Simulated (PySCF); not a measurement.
**CH5InS (SMILES C[S][InH2]) at 6 levels**

Aim: a comparison of 6 runs (HF/STO-3G, HF/3-21G, HF/def2-TZVP, PBE0/def2-SVP, TPSS/def2-SVP, MP2/STO-3G) of CH5InS. The job is set up through a Python script.

The results are computed with PySCF 2.14.0.

### 1 Starting point

CH5InS has 8 atoms, charge 0, and is taken as a singlet. As SMILES, `C[S][InH2]`. The shape is that of a PBE0-D4/def2-TZVP optimisation.

Bond lengths: C1–S2 1.820 Å, S2–In3 2.375 Å, C1–H4 1.090 Å, C1–H5 1.090 Å, C1–H6 1.090 Å, In3–H7 1.718 Å, In3–H8 1.710 Å. Angles: C1–S2–In3 103.3°, S2–C1–H4 108.9°, S2–C1–H5 112.0°, S2–C1–H6 108.9°, S2–In3–H7 113.6°, S2–In3–H8 116.4°, H4–C1–H5 109.0°, H4–C1–H6 109.0°, H5–C1–H6 109.0°, H7–In3–H8 130.0°.

### 2 Energy and gradient at HF/STO-3G (run 1)

run.py reads:

```python
# C[S][InH2]
from pyscf import gto, scf

mol = gto.Mole()
mol.atom = '''
C     -0.722900     1.148100    -0.514500
S     -1.147600    -0.224200     0.603200
In     0.857800    -1.492500     0.700300
H     -1.389900     1.121400    -1.376000
H      0.308000     1.087800    -0.862400
H     -0.863600     2.090300     0.014800
H      2.132900    -0.838800    -0.248100
H      0.825200    -2.892200     1.682500
'''
mol.verbose = 4
mol.basis = 'sto-3g'
mol.charge = 0
mol.max_memory = 1860
mol.build()

mf = scf.RHF(mol)
mf.conv_tol = 1e-10
mf.kernel()
if not mf.converged:
    mf = mf.newton().run(mf.mo_coeff, mf.mo_occ)

e_final = mf.e_tot
print('E = %.10f Eh' % e_final)
grad = mf.nuc_grad_method().kernel()
mf.analyze()
```

Run with:

```
OMP_NUM_THREADS=1 python run.py
```

What it wrote:

```text
PySCF version 2.14.0

[... 78 lines left out ...]
One-electron Energy =                -9128.237167559367663
[... 8 lines left out ...]
MO #4   energy= -138.016209621427  occ= 2
[... 6 lines left out ...]
MO #11  energy= -16.5789513777276  occ= 2
[... 6 lines left out ...]
MO #18  energy= -6.20415357446848  occ= 2
[... 6 lines left out ...]
MO #25  energy= -0.941353988042284 occ= 2
[... 6 lines left out ...]
MO #32  energy= -0.532626492836764 occ= 2
[... 6 lines left out ...]
MO #39  energy= 0.214323815032972  occ= 0
[... 6 lines left out ...]
MO #46  energy= 0.754910055218843  occ= 0
[... 57 lines left out ...]
Dipole moment(X, Y, Z, Debye):  1.26086, -0.35110, -0.24979
```

Run time: 6.6 s. Hardware: 1 thread of Intel Xeon at 2.70GHz, shared host; peak memory 0.12 GiB.

### 3 Energy and gradient at HF/3-21G (run 2)

calc.py reads:

```python
from pyscf import gto

system = gto.M(
    atom='''
C       -0.722900       1.148100      -0.514500
S       -1.147600      -0.224200       0.603200
In       0.857800      -1.492500       0.700300
H       -1.389900       1.121400      -1.376000
H        0.308000       1.087800      -0.862400
H       -0.863600       2.090300       0.014800
H        2.132900      -0.838800      -0.248100
H        0.825200      -2.892200       1.682500
''',
    basis='3-21g',
    spin=0,
    charge=0,
    verbose=4,
    max_memory=1860,
)

mf = system.RHF()
mf.conv_tol = 1e-10
mf.kernel()
if not mf.converged:
    mf = mf.newton().run(mf.mo_coeff, mf.mo_occ)

e_tot = mf.e_tot
print('Final energy', e_tot)
grad = mf.nuc_grad_method().kernel()
mf.analyze()
```

Run with:

```
OMP_NUM_THREADS=1 python calc.py
```

What it wrote:

```text
PySCF version 2.14.0

[... 81 lines left out ...]
DFT Exchange-Correlation Energy =     -185.697705692073669
[... 10 lines left out ...]
MO #9   energy= -25.1107462128956  occ= 2
[... 8 lines left out ...]
MO #18  energy= -6.55335803416996  occ= 2
[... 8 lines left out ...]
MO #27  energy= -1.11846594826087  occ= 2
[... 8 lines left out ...]
MO #36  energy= -0.42354838298728  occ= 2
[... 8 lines left out ...]
MO #45  energy= 0.307638450433165  occ= 0
[... 8 lines left out ...]
MO #54  energy= 0.890623137485744  occ= 0
[... 8 lines left out ...]
MO #63  energy= 1.99828293875482   occ= 0
[... 74 lines left out ...]
Dipole moment(X, Y, Z, Debye):  2.48352, -0.11287, -0.89275
```

Wall time 7.2 s (1 thread of Intel Xeon at 2.70GHz, shared host); peak memory 0.14 GiB.

Runs 3 to 4 aren't shown in full; the table further down has their settings and results.

### 4 Energy and forces at TPSS/def2-SVP (core potential) (run 5)

job.py reads:

```python
from pyscf import gto, dft

mol = gto.M(
    atom=[
    ('C', (-0.722900, 1.148100, -0.514500)),
    ('S', (-1.147600, -0.224200, 0.603200)),
    ('In', (0.857800, -1.492500, 0.700300)),
    ('H', (-1.389900, 1.121400, -1.376000)),
    ('H', (0.308000, 1.087800, -0.862400)),
    ('H', (-0.863600, 2.090300, 0.014800)),
    ('H', (2.132900, -0.838800, -0.248100)),
    ('H', (0.825200, -2.892200, 1.682500)),
],
    basis='def2-svp',
    charge=0,
    verbose=4,
    max_memory=1860,
    ecp={'In': 'def2-svp'},
)

calc0 = dft.RKS(mol)
calc0.xc = 'tpss'
calc0.grids.level = 5
calc0.conv_tol = 1e-10
calc0.kernel()
if not calc0.converged:
    calc0 = calc0.newton().run(calc0.mo_coeff, calc0.mo_occ)

e_final = calc0.e_tot
print('E = %.10f Eh' % e_final)
grad = calc0.nuc_grad_method().kernel()
dip = calc0.dip_moment()
pop, q = calc0.mulliken_pop()
```

Run with:

```
OMP_NUM_THREADS=1 python job.py
```

What it wrote:

```text
PySCF version 2.14.0

[... 83 lines left out ...]
converged SCF energy = -629.239415308226
[... 13 lines left out ...]
Dipole moment(X, Y, Z, Debye):  1.11560,  0.50435, -0.78645
[... 92 lines left out ...]
charge of    7H =     -0.09354
```

Wall time 71 s (1 thread of Intel Xeon at 2.70GHz, shared host); peak memory 0.85 GiB.

### 5 Energy and gradient at MP2/STO-3G (run 6)

job.py reads:

```python
import pyscf.grad
from pyscf import gto, scf, mp

mol = gto.M(
    atom='''
C     -1.366083     2.169595    -0.972264
S     -2.168650    -0.423677     1.139883
In     1.621007    -2.820416     1.323375
H     -2.626530     2.119139    -2.600263
H      0.582036     2.055644    -1.629700
H     -1.631967     3.950095     0.027968
H      4.030597    -1.585102    -0.468841
H      1.559402    -5.465466     3.179464
''',
    verbose=4,
    max_memory=1860,
    basis='sto-3g',
    unit='bohr',
    spin=0,
)

calc0 = scf.RHF(mol)
calc0.conv_tol = 1e-10
calc0.kernel()
if not calc0.converged:
    calc0 = calc0.newton().run(calc0.mo_coeff, calc0.mo_occ)

pt = mp.MP2(calc0, frozen=24).run()
energy = pt.e_tot
print(f'total energy: {energy:.8f} hartree')
grad = pt.Gradients().kernel()
calc0.analyze()
```

Run with:

```
OMP_NUM_THREADS=1 python job.py
```

What it wrote:

```text
PySCF version 2.14.0

[... 83 lines left out ...]
One-electron Energy =                -9128.237163957239318
[... 8 lines left out ...]
MO #4   energy= -138.016209601564  occ= 2
[... 6 lines left out ...]
MO #11  energy= -16.5789513596063  occ= 2
[... 6 lines left out ...]
MO #18  energy= -6.20415358090591  occ= 2
[... 6 lines left out ...]
MO #25  energy= -0.941353906802954 occ= 2
[... 6 lines left out ...]
MO #32  energy= -0.532626427025386 occ= 2
[... 6 lines left out ...]
MO #39  energy= 0.21432382371868   occ= 0
[... 6 lines left out ...]
MO #46  energy= 0.754909950451304  occ= 0
[... 57 lines left out ...]
Dipole moment(X, Y, Z, Debye):  1.26086, -0.35110, -0.24979
```

Wall time 9.3 s (1 thread of Intel Xeon at 2.70GHz, shared host); peak memory 0.2 GiB.

### 6 All runs side by side

| run | level | core potential | integration grid | energy (Eh) | dipole moment (D) of the reference | HOMO energy (eV) | LUMO energy (eV) | wall time |
| --- | --- | --- | --- | --- | --- | --- | --- | --- |
| 1 | HF/STO-3G | – | – | -6116.394995 | 1.33 | -6.19 | 5.83 | 6.6 s |
| 2 | HF/3-21G | – | – | -6150.854177 | 2.64 | -9.42 | 0.84 | 7.2 s |
| 3 | HF/def2-TZVP (core potential) | def2-svp | – | -627.551022 | 1.78 | -9.41 | 0.76 | 54 s |
| 4 | PBE0/def2-SVP (core potential) | def2-svp | 5 | -629.087718 | 1.54 | -6.76 | -1.48 | 62 s |
| 5 | TPSS/def2-SVP (core potential) | def2-svp | 5 | -629.239415 | 1.46 | -5.76 | -2.02 | 71 s |
| 6 | MP2/STO-3G | – | – | -6116.501048 | 1.33 | -6.19 | 5.83 | 9.3 s |

### 7 Results

| quantity | value |
| --- | --- |
| run 6: total energy | -6116.50105 Eh |
| run 6: dipole moment (Hartree–Fock density) | 1.33 D |
| run 6: HOMO energy (Hartree–Fock orbitals) | -6.19 eV |
| run 6: LUMO energy (Hartree–Fock orbitals) | 5.83 eV |
| run 6: HOMO–LUMO gap (Hartree–Fock orbitals) | 12.02 eV |
| run 6: correlation energy (24 core orbitals frozen) | -106.1 mEh |
| run 6: largest force on an atom | 1.619 eV/Å |

**Reading.** Over runs 1, 2, 3, 4, 5 the dipole moment (its size) runs from 1.33 D (HF/STO-3G) to 2.64 D (HF/3-21G). Over runs 1, 2, 3, 4, 5 the HOMO–LUMO gap runs from 3.74 eV (TPSS/def2-SVP) to 12.02 eV (HF/STO-3G). The two ends differ in method and basis and core potential. Totals of different functionals can't be ranked against each other. Some runs of one species differ in core potentials or relativity; totals across that change don't compare. In runs 1, 6 the basis is minimal, so the values are rough. In runs 1, 2, 6 relativity is left out where basis or elements ask for it. All runs together took 3.5 min, the longest 71 s.
